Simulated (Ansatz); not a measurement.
# ZrB (quartet): the correlation ladder, def2-QZVPP

One table from this session's results is given with a row withheld; the runs are named, their logs left out.

Method: def2-QZVPP, core rule «outside noble gas», up to 5 orbitals frozen; program: Ansatz 0.2.0, Gaussian basis.

To be run: UHF; ROHF; CCSD(T) on UHF.

**What is computed**

The geometry is a PBE0/def2-TZVP stationary point (not a proven minimum) of the parent state, kept for this charge and spin. No spin-orbit coupling is included. Elements past krypton take def2 core potentials.

2 atoms, charge 0, spin multiplicity 4.

Atoms are counted from 1 here; the program's logs count them from 0.

Bond lengths: Zr1–B2 2.147 Å.

The first run:

in.yaml

```yaml
crystal:
  periodic: [false, false, false]
  atoms:
    - {symbol: Zr, position_ang: [0.000000, 0.000000, 0.000000]}
    - {symbol: B, position_ang: [0.000000, 0.000000, 2.147200]}
basis:
  gaussian: {orbitals: "def2-QZVPP.json"}
magnetization: {spin_polarized: true, initial_magnetization: 3}
hamiltonian: {xc: hf}
output: {orbitals: {seedname: orbitals}}
```

Started as:

```console
$ ansatz run in.yaml --threads 1 --pin off --events-out ev --progress --plain --max-ram 4096MiB --backend cpu
```

Steps of the session up to this table: UHF; ROHF; CCSD(T) on UHF.

One table of the session follows, with a row left open; its other results are not shown here.

| method | from UCCSD(T) (meV) |
| --- | --- |
| ROHF | ? |
| UMP2 | +1268.9 |
| UCCSD | +389.4 |
| UCCSD(T) | 0 |

Q: Estimate the row for ROHF from the others.

The run gave: from UCCSD(T) (meV): +5179.9. In the column «from UCCSD(T) (meV)» it is the highest.

Left out of the table: UHF (another determinant or state than the rows shown).

Caveats from the session: The determinant is far from a pure spin state, so its energy mixes those of several spin states (harmless only where they are near-degenerate, as at dissociation). Warnings: spin contamination; coupled cluster took another determinant than the lowest.
